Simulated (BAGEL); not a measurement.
# One shape, several levels: triplet CH7BFN

Aim: a comparison of 3 runs (ROHF/6-31G*, UHF/6-31G*, ROHF/cc-pVDZ) of triplet CH7BFN. 

Program for the calculation: BAGEL 1.2.2.

4 further runs of the same task are left out: 2 that didn't finish, 2 set aside as unsound or not needed.

### Step 1. The molecule

The species is CH7BFN (11 atoms), meant as a triplet with charge 0. As SMILES of the parent species, `C[NH2+][BH2-]F`. Geometry: relaxed at GFN2-xTB. This is one conformer, not always the lowest. That shape belongs to the parent species and isn't relaxed for this state.

Bond lengths: C1–N2 1.456 Å, N2–B3 1.670 Å, B3–F4 1.391 Å, C1–H5 1.092 Å, C1–H6 1.088 Å, C1–H7 1.088 Å, N2–H8 1.017 Å, N2–H9 1.017 Å, B3–H10 1.191 Å, B3–H11 1.191 Å. Some angles: C1–N2–B3 116.1°, N2–B3–F4 100.8°, C1–N2–H8 111.5°, C1–N2–H9 111.5°, B3–N2–H8 104.5°, B3–N2–H9 104.7°, N2–C1–H5 112.1°, N2–C1–H6 109.0°, N2–C1–H7 109.0°, N2–B3–H10 106.7°.

### Step 2. A single-point energy at ROHF/6-31G(d) (density fitting with qzvpp-jkfit, spherical functions) (run 1)

Input file job.json:

```json
{ "bagel" : [

{
  "title" : "molecule",
  "basis" : "6-31gs.json",
  "df_basis" : "qzvpp-jkfit",
  "angstrom" : true,
  "geometry" : [
    { "atom" : "C", "xyz" : [      -0.497000,       1.213290,      -0.246140 ] },
    { "atom" : "N", "xyz" : [       0.201500,       0.182430,       0.509200 ] },
    { "atom" : "B", "xyz" : [       0.298530,      -1.319990,      -0.212800 ] },
    { "atom" : "F", "xyz" : [       0.995190,      -2.032340,       0.758220 ] },
    { "atom" : "H", "xyz" : [      -0.522970,       2.165850,       0.286970 ] },
    { "atom" : "H", "xyz" : [      -1.515010,       0.881100,      -0.440260 ] },
    { "atom" : "H", "xyz" : [       0.001930,       1.349950,      -1.203590 ] },
    { "atom" : "H", "xyz" : [      -0.247500,       0.006690,       1.404520 ] },
    { "atom" : "H", "xyz" : [       1.167050,       0.444640,       0.692100 ] },
    { "atom" : "H", "xyz" : [       0.937810,      -1.180250,      -1.207580 ] },
    { "atom" : "H", "xyz" : [      -0.819540,      -1.711380,      -0.340640 ] }
  ]
},

{
  "title" : "rohf",
  "nopen" : 2
},

{
  "title" : "print",
  "file" : "orbitals.molden",
  "orbitals" : true
}

]}
```

The basis set 6-31G* is read from a file made from the Basis Set Exchange's data (not shown).

On the command line:

```console
$ BAGEL_NUM_THREADS=1 BAGEL job.json > job.out
```

Standard output:

```text
* using 1 threads per process

  ===============================================================
  ===============================================================

  *** Geometry ***

  { "atom" : "C", "xyz" : [     -0.939194,      2.292786,     -0.465137 ] },
  { "atom" : "N", "xyz" : [      0.380780,      0.344743,      0.962249 ] },
  { "atom" : "B", "xyz" : [      0.564140,     -2.494420,     -0.402134 ] },
  { "atom" : "F", "xyz" : [      1.880637,     -3.840566,      1.432828 ] },
  { "atom" : "H", "xyz" : [     -0.988270,      4.092863,      0.542295 ] },
  { "atom" : "H", "xyz" : [     -2.862954,      1.665038,     -0.831971 ] },
  { "atom" : "H", "xyz" : [      0.003647,      2.551036,     -2.274455 ] },
  { "atom" : "H", "xyz" : [     -0.467707,      0.012642,      2.654158 ] },
  { "atom" : "H", "xyz" : [      2.205405,      0.840248,      1.307879 ] },
  { "atom" : "H", "xyz" : [      1.772204,     -2.230349,     -2.281995 ] },
  { "atom" : "H", "xyz" : [     -1.548706,     -3.234039,     -0.643716 ] },

  Number of auxiliary basis functions:      430

  Since a DF basis is specified, we compute 2- and 3-index integrals:
    o Being stored without compression. Storage requirement is 0.017 GB

  Number of basis functions:       70
  Number of electrons      :       34

    * METHOD: MOLECULE                             0.18

  *** Open-shell HF ***

  === Nuclear Repulsion ===
   126.6437856097

      * DIIS with orbital gradients will be used.

  === ROHF iteration (6-31gs.json) ===
      0       -219.98553690          0.04555912           0.07
      1       -220.13574787          0.02873758           0.07
      2       -220.17967342          0.01771227           0.07
      3       -220.20747746          0.00138875           0.07
      4       -220.20831444          0.00063094           0.07
      5       -220.20849417          0.00023171           0.07
      6       -220.20859127          0.00011324           0.07
      7       -220.20861424          0.00006976           0.07
      8       -220.20862267          0.00004111           0.07
      9       -220.20862751          0.00003185           0.07
     10       -220.20863040          0.00002331           0.07
     11       -220.20863182          0.00002151           0.07
     12       -220.20863278          0.00002062           0.07
     13       -220.20863310          0.00002076           0.07
     14       -220.20863306          0.00002079           0.07
     15       -220.20863291          0.00002057           0.07
[... 53 lines of this table left out ...]
     69       -220.20862840          0.00000003           0.07
     70       -220.20862840          0.00000003           0.07
     71       -220.20862840          0.00000003           0.07
     72       -220.20862840          0.00000003           0.07
     73       -220.20862840          0.00000002           0.07
     74       -220.20862839          0.00000002           0.07
     75       -220.20862840          0.00000001           0.07
     76       -220.20862840          0.00000001           0.07
    * SCF iteration converged.

    * S^2 (ROHF) is 2.0000

    * Permanent dipole moment:
           (    0.585781,     0.022368,     1.123881) a.u.

    * METHOD: ROHF                                 5.41

    * METHOD: PRINT                                0.01

  ===============================================================
```

It took 6 s on 1 thread of Arm Neoverse V1, shared host.

### Step 3. A single-point energy at UHF/6-31G(d) (density fitting with qzvpp-jkfit, spherical functions) (run 2)

Input file job.json:

```json
{ "bagel" : [

{
  "title" : "molecule",
  "basis" : "6-31gs.json",
  "df_basis" : "qzvpp-jkfit",
  "angstrom" : true,
  "geometry" : [
    { "atom" : "C", "xyz" : [   -0.497000,    1.213290,   -0.246140 ] },
    { "atom" : "N", "xyz" : [    0.201500,    0.182430,    0.509200 ] },
    { "atom" : "B", "xyz" : [    0.298530,   -1.319990,   -0.212800 ] },
    { "atom" : "F", "xyz" : [    0.995190,   -2.032340,    0.758220 ] },
    { "atom" : "H", "xyz" : [   -0.522970,    2.165850,    0.286970 ] },
    { "atom" : "H", "xyz" : [   -1.515010,    0.881100,   -0.440260 ] },
    { "atom" : "H", "xyz" : [    0.001930,    1.349950,   -1.203590 ] },
    { "atom" : "H", "xyz" : [   -0.247500,    0.006690,    1.404520 ] },
    { "atom" : "H", "xyz" : [    1.167050,    0.444640,    0.692100 ] },
    { "atom" : "H", "xyz" : [    0.937810,   -1.180250,   -1.207580 ] },
    { "atom" : "H", "xyz" : [   -0.819540,   -1.711380,   -0.340640 ] }
  ]
},
{ "title" : "uhf", "nopen" : 2 },
{ "title" : "print", "file" : "orbitals.molden", "orbitals" : true }

]}
```

The basis set 6-31G* is read from a file made from the Basis Set Exchange's data (not shown).

On the command line:

```console
$ BAGEL_NUM_THREADS=1 BAGEL job.json > job.out
```

Standard output:

```text
* using 1 threads per process

  ===============================================================
  ===============================================================

  *** Geometry ***

  { "atom" : "C", "xyz" : [     -0.939194,      2.292786,     -0.465137 ] },
  { "atom" : "N", "xyz" : [      0.380780,      0.344743,      0.962249 ] },
  { "atom" : "B", "xyz" : [      0.564140,     -2.494420,     -0.402134 ] },
  { "atom" : "F", "xyz" : [      1.880637,     -3.840566,      1.432828 ] },
  { "atom" : "H", "xyz" : [     -0.988270,      4.092863,      0.542295 ] },
  { "atom" : "H", "xyz" : [     -2.862954,      1.665038,     -0.831971 ] },
  { "atom" : "H", "xyz" : [      0.003647,      2.551036,     -2.274455 ] },
  { "atom" : "H", "xyz" : [     -0.467707,      0.012642,      2.654158 ] },
  { "atom" : "H", "xyz" : [      2.205405,      0.840248,      1.307879 ] },
  { "atom" : "H", "xyz" : [      1.772204,     -2.230349,     -2.281995 ] },
  { "atom" : "H", "xyz" : [     -1.548706,     -3.234039,     -0.643716 ] },

  Number of auxiliary basis functions:      430

  Since a DF basis is specified, we compute 2- and 3-index integrals:
    o Being stored without compression. Storage requirement is 0.017 GB

  Number of basis functions:       70
  Number of electrons      :       34

    * METHOD: MOLECULE                             0.18

  *** Open-shell HF ***

  === Nuclear Repulsion ===
   126.6437856097

      * DIIS with orbital gradients will be used.

  === UHF iteration (6-31gs.json) ===
      0       -219.98553690          0.04555912           0.08
      1       -220.14216220          0.02860683           0.07
      2       -220.18831385          0.01752948           0.07
      3       -220.21548239          0.00139992           0.07
      4       -220.21686626          0.00061974           0.07
      5       -220.21713672          0.00027291           0.07
      6       -220.21733282          0.00014936           0.07
      7       -220.21739062          0.00010852           0.07
      8       -220.21741628          0.00006530           0.07
      9       -220.21743184          0.00004217           0.07
     10       -220.21743793          0.00001927           0.07
     11       -220.21743933          0.00001294           0.07
     12       -220.21744010          0.00000683           0.07
     13       -220.21744023          0.00000482           0.07
     14       -220.21744028          0.00000395           0.07
     15       -220.21744031          0.00000335           0.07
     16       -220.21744033          0.00000290           0.07
     17       -220.21744035          0.00000253           0.07
     18       -220.21744036          0.00000217           0.07
     19       -220.21744038          0.00000149           0.07
     20       -220.21744039          0.00000071           0.07
     21       -220.21744039          0.00000047           0.07
     22       -220.21744039          0.00000036           0.07
     23       -220.21744039          0.00000025           0.07
     24       -220.21744039          0.00000018           0.07
     25       -220.21744039          0.00000012           0.07
     26       -220.21744039          0.00000007           0.07
     27       -220.21744039          0.00000005           0.07
     28       -220.21744039          0.00000004           0.07
     29       -220.21744039          0.00000003           0.07
     30       -220.21744039          0.00000002           0.07
     31       -220.21744039          0.00000002           0.07
     32       -220.21744039          0.00000001           0.07
     33       -220.21744039          0.00000001           0.07
     34       -220.21744039          0.00000001           0.07
    * SCF iteration converged.

    * S^2 (UHF) is 2.0266

    * Permanent dipole moment:
           (    0.580708,     0.110017,     1.210494) a.u.

    * METHOD: UHF                                  2.53

    * METHOD: PRINT                                0.01

  ===============================================================
```

It took 2.9 s on 1 thread of Arm Neoverse V1, shared host.

### Step 4. A single-point energy at ROHF/cc-pVDZ (density fitting with qzvpp-jkfit) (run 3)

Input file input.json:

```json
{ "bagel": [

{
  "title": "molecule",
  "basis": "cc-pvdz.json",
  "df_basis": "qzvpp-jkfit",
  "angstrom": true,
  "geometry": [
    { "atom": "C", "xyz": [   -0.497000,    1.213290,   -0.246140 ] },
    { "atom": "N", "xyz": [    0.201500,    0.182430,    0.509200 ] },
    { "atom": "B", "xyz": [    0.298530,   -1.319990,   -0.212800 ] },
    { "atom": "F", "xyz": [    0.995190,   -2.032340,    0.758220 ] },
    { "atom": "H", "xyz": [   -0.522970,    2.165850,    0.286970 ] },
    { "atom": "H", "xyz": [   -1.515010,    0.881100,   -0.440260 ] },
    { "atom": "H", "xyz": [    0.001930,    1.349950,   -1.203590 ] },
    { "atom": "H", "xyz": [   -0.247500,    0.006690,    1.404520 ] },
    { "atom": "H", "xyz": [    1.167050,    0.444640,    0.692100 ] },
    { "atom": "H", "xyz": [    0.937810,   -1.180250,   -1.207580 ] },
    { "atom": "H", "xyz": [   -0.819540,   -1.711380,   -0.340640 ] }
  ]
},
{ "title": "rohf", "nopen": 2 },
{ "title": "print", "file": "orbitals.molden", "orbitals": true }

]}
```

The basis set cc-pVDZ is read from a file made from the Basis Set Exchange's data (not shown).

On the command line:

```console
$ BAGEL_NUM_THREADS=1 BAGEL input.json > input.out
```

Standard output:

```text
* using 1 threads per process

  ===============================================================
  ===============================================================

  *** Geometry ***

  { "atom" : "C", "xyz" : [     -0.939194,      2.292786,     -0.465137 ] },
  { "atom" : "N", "xyz" : [      0.380780,      0.344743,      0.962249 ] },
  { "atom" : "B", "xyz" : [      0.564140,     -2.494420,     -0.402134 ] },
  { "atom" : "F", "xyz" : [      1.880637,     -3.840566,      1.432828 ] },
  { "atom" : "H", "xyz" : [     -0.988270,      4.092863,      0.542295 ] },
  { "atom" : "H", "xyz" : [     -2.862954,      1.665038,     -0.831971 ] },
  { "atom" : "H", "xyz" : [      0.003647,      2.551036,     -2.274455 ] },
  { "atom" : "H", "xyz" : [     -0.467707,      0.012642,      2.654158 ] },
  { "atom" : "H", "xyz" : [      2.205405,      0.840248,      1.307879 ] },
  { "atom" : "H", "xyz" : [      1.772204,     -2.230349,     -2.281995 ] },
  { "atom" : "H", "xyz" : [     -1.548706,     -3.234039,     -0.643716 ] },

  Number of auxiliary basis functions:      430

  Since a DF basis is specified, we compute 2- and 3-index integrals:
    o Being stored without compression. Storage requirement is 0.028 GB

  Number of basis functions:       91
  Number of electrons      :       34

    * METHOD: MOLECULE                             0.21

  *** Open-shell HF ***

  === Nuclear Repulsion ===
   126.6437856097

      * DIIS with orbital gradients will be used.

  === ROHF iteration (cc-pvdz.json) ===
      0       -219.99266923          0.03117877           0.10
      1       -220.17053325          0.02127123           0.10
      2       -220.21993972          0.01166599           0.10
      3       -220.24982416          0.00155825           0.10
      4       -220.25084076          0.00061787           0.10
      5       -220.25106265          0.00021955           0.10
      6       -220.25117052          0.00013488           0.10
      7       -220.25121374          0.00008516           0.10
      8       -220.25123432          0.00005124           0.10
      9       -220.25124631          0.00003119           0.10
     10       -220.25125036          0.00002266           0.10
     11       -220.25125240          0.00002020           0.10
     12       -220.25125304          0.00001991           0.10
     13       -220.25125303          0.00002033           0.10
     14       -220.25125344          0.00002010           0.10
     15       -220.25125380          0.00002074           0.10
[... 67 lines of this table left out ...]
     83       -220.25124762          0.00000007           0.10
     84       -220.25124762          0.00000006           0.10
     85       -220.25124762          0.00000006           0.10
     86       -220.25124762          0.00000004           0.10
     87       -220.25124762          0.00000003           0.10
     88       -220.25124762          0.00000003           0.10
     89       -220.25124762          0.00000001           0.10
     90       -220.25124762          0.00000001           0.10
    * SCF iteration converged.

    * S^2 (ROHF) is 2.0000

    * Permanent dipole moment:
           (    0.608125,     0.139801,     1.252585) a.u.

    * METHOD: ROHF                                 9.23

    * METHOD: PRINT                                0.02

  ===============================================================
```

Run time: 9.6 s. Hardware: 1 thread of Arm Neoverse V1, shared host; peak memory 0.11 GiB.

### Step 5. The series

| run | level | energy (Eh) | dipole moment (D) | ⟨S²⟩ | wall time |
| --- | --- | --- | --- | --- | --- |
| 1 | ROHF/6-31G* (density fitting with qzvpp-jkfit, spherical functions) | -220.208628 | 3.22 | 2.000 | 6 s |
| 2 | UHF/6-31G* (density fitting with qzvpp-jkfit, spherical functions) | -220.217440 | 3.42 | 2.027 | 2.9 s |
| 3 | ROHF/cc-pVDZ (density fitting with qzvpp-jkfit) | -220.251248 | 3.56 | 2.000 | 9.6 s |

### Step 6. Summary of results

| quantity | value |
| --- | --- |
| run 3: total energy | -220.25125 Eh |
| run 3: dipole moment | 3.56 D |
| run 3: ⟨S²⟩ | 2.000 |

In words: The dipole moment (its size) runs from 3.22 D (ROHF/6-31G*) to 3.56 D (ROHF/cc-pVDZ). All runs together took 18 s, the longest 9.6 s.
